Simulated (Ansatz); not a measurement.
# TaAgC: the cost of one run

Computed with Ansatz 0.2.0 (DFT PBE, scalar-relativistic, plane waves, PAW, unless a step's input says otherwise).

1 further run of the same task is left out (it didn't finish).

## Step 1: The starting structure

Symmetry: P-6m2, No. 187, hexagonal system. The conventional cell has a = 3.777 Å, b = 3.777 Å, c = 3.698 Å, α = 90.00°, β = 90.00°, γ = 120.00°. Around Ta (site symmetry -6m2) lie 6 Ag at 2.86 Å and 6 C at 2.86 Å. Ag (site symmetry -6m2) is surrounded by 3 C at 2.18 Å. C (site symmetry -6m2) is surrounded by 3 Ag at 2.18 Å and 6 Ta at 2.86 Å.

Coordinates:

```cif
data_structure
_symmetry_space_group_name_H-M 'P 1'
_symmetry_Int_Tables_number 1
_cell_length_a 3.7771
_cell_length_b 3.7771
_cell_length_c 3.6984
_cell_angle_alpha 90.000
_cell_angle_beta 90.000
_cell_angle_gamma 120.000
_cell_volume 45.69
loop_
_atom_site_label
_atom_site_type_symbol
_atom_site_fract_x
_atom_site_fract_y
_atom_site_fract_z
_atom_site_occupancy
Ta1 Ta 0.00000 0.00000 0.50000 1
Ag1 Ag 0.66667 0.33333 0.00000 1
C1 C 0.33333 0.66667 0.00000 1
```

A structure generator made this guess: species swapped into a database cell of TbNiAs (P-6m2, No. 187), with Ta on the Tb sites, C on the Ni sites and Ag on the As sites. Lengths come from tabulated atomic sizes and are only a guess.

## Step 2: A first look at the guess

Input file input.yaml:

```yaml
crystal:
  lattice:
    - [3.77707087, 0.0, 0.0]
    - [-1.88853543, 3.27103932, 0.0]
    - [0.0, 0.0, 3.69844979]
  atoms:
    - { symbol: Ta, position: [0.0, 0.0, 0.5] }
    - { symbol: Ag, position: [0.66666667, 0.33333333, 0.0] }
    - { symbol: C, position: [0.33333333, 0.66666667, 0.0] }
basis:
  ecutwfc: 420
kpoints:
  mp_grid: { grid: [6, 6, 6] }
hamiltonian:
  xc: pbe
scf:
  occupations: { method: gaussian, width: 0.1 }
  lower_state_search: "off"
output:
  forces: true
  stress: true
  eigenvalues: true
```

On the command line:

```
$ ansatz run input.yaml --threads 1 --pin off --max-ram 2560MiB --backend cpu --events-out ev --progress --plain --runs-dir out
```

**Question.** How long does this run take on 1 thread of Intel Xeon 6975P-C (Granite Rapids), shared host, and how much memory does it need?

About 1.8 s, with a peak of 0.35 GiB.
